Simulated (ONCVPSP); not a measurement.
**An ONCV potential for barium, from input to tests**

Do these settings give a usable potential? It is generated, then checked for transferability, scattering, ghosts and hardness.

Method: ONCVPSP 4.0.1, LDA (Perdew-Zunger), scalar-relativistic.

### 1 The atom and the settings

Typed settings, in words:

| Quantity | Value |
| --- | --- |
| element | barium (Ba, Z = 56) |
| type | optimised norm-conserving Vanderbilt (ONCV) |
| frozen core | [Kr] 4d10 |
| valence charge | 10 |
| reference configuration | 5s2 5p6 6s1 6p1 |
| partial waves | 5s+6s: rc 2.75 bohr, ncon 4, nbas 8, qcut 5.6 1/bohr, 2 projectors; 5p+6p: rc 3.25 bohr, ncon 3, nbas 8, qcut 3.5 1/bohr, 2 projectors; d scattering state at 0.41 Ha: rc 3.45 bohr, ncon 4, nbas 7, qcut 2.4 1/bohr, 2 projectors, debl 1.5 Ha |
| local potential | polynomial inside 2.15 bohr (lpopt 5, dvloc0 2 Ha) |
| core correction | not asked for |

The outer shells as boxes (Hund's rule for the drawing; the calculation is spin-unpolarised):

```
[Kr] core
4d [↑↓][↑↓][↑↓][↑↓][↑↓]
5s [↑↓]
5p [↑↓][↑↓][↑↓]
6s [↑ ]
6p [↑ ][  ][  ]
```

The nodes and maxima of the atom's own shells, from an earlier all-electron run, set the scale for the radii.

All-electron outer shells of the reference configuration (LDA (Perdew-Zunger), scalar-relativistic, ld1.x):

| shell | level (eV) | outermost node (bohr) | outermost maximum (bohr) |
| --- | --- | --- | --- |
| 4d | -90.83 | 0.32 | 0.70 |
| 5s | -34.96 | 0.80 | 1.47 |
| 5p | -19.93 | 0.86 | 1.67 |
| 6s | -3.96 | 1.96 | 4.00 |
| 5d | -2.98 | 1.00 | 2.46 |
| 6p | -1.78 | 2.34 | 5.27 |

### 2 Generating the potential

Ba.dat reads:

```
# ATOM AND REFERENCE CONFIGURATION
# atsym  z   nc   nv     iexc    psfile
  Ba 56.00    9    4        3      upf
#
#   n    l    f
    1    0    2.00
    2    0    2.00
    2    1    6.00
    3    0    2.00
    3    1    6.00
    3    2   10.00
    4    0    2.00
    4    1    6.00
    4    2   10.00
    5    0    2.00
    5    1    6.00
    6    0    1.00
    6    1    1.00
#
# PSEUDOPOTENTIAL AND OPTIMIZATION
# lmax
    2
#
#   l,   rc,      ep,       ncon, nbas, qcut
    0    2.75    0.00    4    8    5.60
    1    3.25    0.00    3    8    3.50
    2    3.45    0.41    4    7    2.40
#
# LOCAL POTENTIAL
# lloc, lpopt,  rc(5),   dvloc0
    4    5    2.15    2.00
#
# VANDERBILT-KLEINMAN-BYLANDER PROJECTORs
# l, nproj, debl
    0    2    2.80
    1    2    3.40
    2    2    1.50
#
# MODEL CORE CHARGE
# icmod, fcfact, rcfact
    0    0.00    0.00
#
# LOG DERIVATIVE ANALYSIS
# epsh1, epsh2, depsh
   -3.00    5.00    0.02
#
# OUTPUT GRID
# rlmax, drl
    6.00    0.01
#
# TEST CONFIGURATIONS
# ncnf
    4
# nvcnf
#   n    l    f
    4
    5    0    2.00
    5    1    6.00
    6    0    2.00
    6    1    0.00
#
    4
    5    0    2.00
    5    1    6.00
    6    0    1.00
    6    1    0.00
#
    4
    5    0    2.00
    5    1    6.00
    6    0    0.00
    6    1    0.00
#
    4
    5    0    1.00
    5    1    6.00
    6    0    2.00
    6    1    0.00
#
```

Launch:

```bash
$ oncvpsp.x < Ba.dat > Ba.out
```

Before running it: what results should come out? Wanted: cutoffs for 1 and 0.1 mHa per electron, occupied waves; bound ghosts; GHOST(+) flags; largest test error; largest phase difference near zero energy, channels read; projector energies reset by the program.

The runs gave:

```
                                                quantity                         value
  cutoffs for 1 and 0.1 mHa per electron, occupied waves              8.4 Ha and 10 Ha
                                            bound ghosts               d at -725.01 eV
                                          GHOST(+) flags            none at low energy
                            largest test error (AE − PS)  -49 meV, for 5s1 5p6 6s2 6p0
largest phase difference near zero energy, channels read                     0.035 rad
                 projector energies reset by the program           d: -0.110, 1.390 Ha
```

A bound ghost (d) makes it unfit for use: electrons can fall into a state that the atom doesn't have. Close by lies the frozen 3d level (-766.3 eV). The worst unpolarised test, 5s1 5p6 6s2 6p0, is off by 49 meV on 36.8 eV; by total energies transferability rates as fair. The potential is soft on the atom at that tolerance: the looser tolerance needs 8.4 Ha. That counts occupied waves only; other projectors can need more. Of the channels read, d scatters worst near zero energy, by up to 0.03 rad. These are tests on the free atom; a crystal test is still owed.
